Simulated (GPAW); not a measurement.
BiS:

```
CELL_PARAMETERS angstrom
2.10927 1.21779 3.50049
-2.10927 1.21779 3.50049
0.00000 -2.43558 3.50049
ATOMIC_POSITIONS crystal
Bi 0.00000 0.00000 0.00000
S 0.50000 0.50000 0.50000
```

The cell was built by a generator and needn't be a form met in nature.

```yaml
Program: GPAW 26.7.0
Task: relaxation of cell and atoms
Functional: PBE
Potentials_or_basis: GPAW PAW data sets (gpaw-data 1.2.1)
Cutoff: 600 eV
Basis: pw
k_mesh: 8 × 8 × 8
Occupations: fermi-dirac, width 0.05 eV
Spin: no spin polarisation
```

At the start: pressure -1.4 GPa; volume 26.97 Å³/atom.

Task: How do energy, volume and symmetry change on relaxing?

Result: Over 11 steps the energy falls by 59.4 meV/atom and the volume is 25.18 Å³/atom (-6.7 %); space group R-3m (No. 166, to 0.05 Å).

Step by step:
```csv
step,energy change (eV),largest force (eV/Å),pressure (GPa),volume (Å³)
1,0.0000,0.0000,-1.44,53.95
2,-0.0022,0.0000,-1.15,53.67
3,-0.0063,0.0000,0.10,52.53
4,-0.0064,0.0000,0.09,52.54
5,-0.0122,0.0000,-0.02,52.55
6,-0.0359,0.0000,-0.24,52.37
7,-0.1067,0.0000,-0.63,51.50
8,-0.0018,0.0000,-0.02,48.79
9,-0.1179,0.0000,0.22,50.39
10,-0.1188,0.0000,-0.09,50.51
11,-0.1189,0.0000,0.02,50.35
```

Final structure:
```yaml
crystal:
  lattice:
    - [1.91278, 1.10434, 3.97301]
    - [-1.91278, 1.10434, 3.97301]
    - [0.00000, -2.20868, 3.97301]
  atoms:
    - { symbol: Bi, position: [0.00000, 0.00000, 0.00000] }
    - { symbol: S, position: [0.50000, 0.50000, 0.50000] }
```

Caveat: later steps reuse the first step's grids.
